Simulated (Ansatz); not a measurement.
# CH5AlFGaO: basis-set convergence

One table from this session's results is given with a row withheld; the runs are named, their logs left out.

Method: one geometry, several basis sets; program: Ansatz 0.2.0, Gaussian basis.

Levels to be run: PBE0-D4/def2-SVP; ωB97M-V/def2-SVP; PBE0-D4/def2-QZVPP; ωB97M-V/def2-QZVPP; the functionals' def2-TZVPP values are taken from earlier runs.

## The geometry

An earlier PBE0-D4 in a triple-zeta def2 set relaxation fixed the geometry.

SMILES `[OH][Al]([GaH2])[CH2]F`, 10 atoms, charge 0, spin multiplicity 1.

Atoms are counted from 1 here; the program's logs count them from 0.

Bond lengths: O1–Al2 1.701 Å, O1–H6 0.956 Å, Al2–Ga3 2.510 Å, Al2–C4 1.990 Å, Ga3–H7 1.578 Å, Ga3–H8 1.578 Å, C4–F5 1.408 Å, C4–H9 1.097 Å, C4–H10 1.097 Å. Angles: Al2–O1–H6 126.1°, O1–Al2–Ga3 119.2°, O1–Al2–C4 120.2°, Ga3–Al2–C4 120.6°, Al2–Ga3–H7 122.4°, Al2–Ga3–H8 122.5°, H7–Ga3–H8 115.1°, Al2–C4–F5 106.9°, Al2–C4–H9 114.1°, Al2–C4–H10 114.2°, F5–C4–H9 107.3°, F5–C4–H10 107.4°, H9–C4–H10 106.6°.

Coordinates:

```mol
CH5AlFGaO
  3D, bonds by distance, orders not assigned

 10  9  0  0  0  0  0  0  0  0999 V2000
   -2.2455   -0.2181    0.0611 O   0  0
   -0.5500   -0.0943    0.0171 Al  0  0
    0.8328   -2.1886    0.0676 Ga  0  0
    0.3222    1.6925   -0.0746 C   0  0
    1.7124    1.4686   -0.0968 F   0  0
   -2.8640    0.5102    0.0464 H   0  0
    1.2739   -2.9432   -1.2464 H   0  0
    1.3396   -2.8369    1.4141 H   0  0
    0.0695    2.2692   -0.9726 H   0  0
    0.1090    2.3407    0.7841 H   0  0
  1  2  8  0
  2  3  8  0
  2  4  8  0
  4  5  8  0
  1  6  8  0
  3  7  8  0
  3  8  8  0
  4  9  8  0
  4 10  8  0
M  END
```

Set-up of the first run:

Contents of in.yaml:

```yaml
crystal:
  periodic: [false, false, false]
  atoms:
    - {symbol: O, position_ang: [-2.245485, -0.218061, 0.061079]}
    - {symbol: Al, position_ang: [-0.550000, -0.094299, 0.017132]}
    - {symbol: Ga, position_ang: [0.832820, -2.188626, 0.067556]}
    - {symbol: C, position_ang: [0.322223, 1.692503, -0.074569]}
    - {symbol: F, position_ang: [1.712365, 1.468570, -0.096774]}
    - {symbol: H, position_ang: [-2.863975, 0.510210, 0.046428]}
    - {symbol: H, position_ang: [1.273893, -2.943248, -1.246410]}
    - {symbol: H, position_ang: [1.339647, -2.836948, 1.414116]}
    - {symbol: H, position_ang: [0.069476, 2.269180, -0.972639]}
    - {symbol: H, position_ang: [0.109025, 2.340718, 0.784081]}
basis:
  gaussian: {orbitals: def2-SVP}
hamiltonian: {xc: pbe0, dispersion: d4}
output: {orbitals: {seedname: orbitals}}
```

Command:

```
ansatz run in.yaml --threads 4 --pin off --events-out ev --progress --plain --max-ram 10444MiB
```

Steps of the session up to this table: PBE0-D4 in def2-SVP; ωB97M-V in def2-SVP; PBE0-D4 in def2-QZVPP; ωB97M-V in def2-QZVPP.

One table of the session follows, with a row left open; its other results are not shown here.

It belongs to the step «Functionals by basis». 

| functional | basis | HOMO (eV) | LUMO (eV) |
| --- | --- | --- | --- |
| PBE0-D4 | def2-SVP | -6.85 | -1.94 |
| PBE0-D4 | def2-TZVPP | ? | ? |
| PBE0-D4 | def2-QZVPP | -6.95 | -2.05 |
| ωB97M-V | def2-SVP | -8.84 | -0.18 |
| ωB97M-V | def2-TZVPP | -8.94 | -0.28 |
| ωB97M-V | def2-QZVPP | -8.97 | -0.40 |

Q: Estimate the row for PBE0-D4, def2-TZVPP from the others.

**Answer.** HOMO (eV): -6.93; LUMO (eV): -2.02. In the column «HOMO (eV)» it lies between PBE0-D4, def2-QZVPP (-6.95) and PBE0-D4, def2-SVP (-6.85).
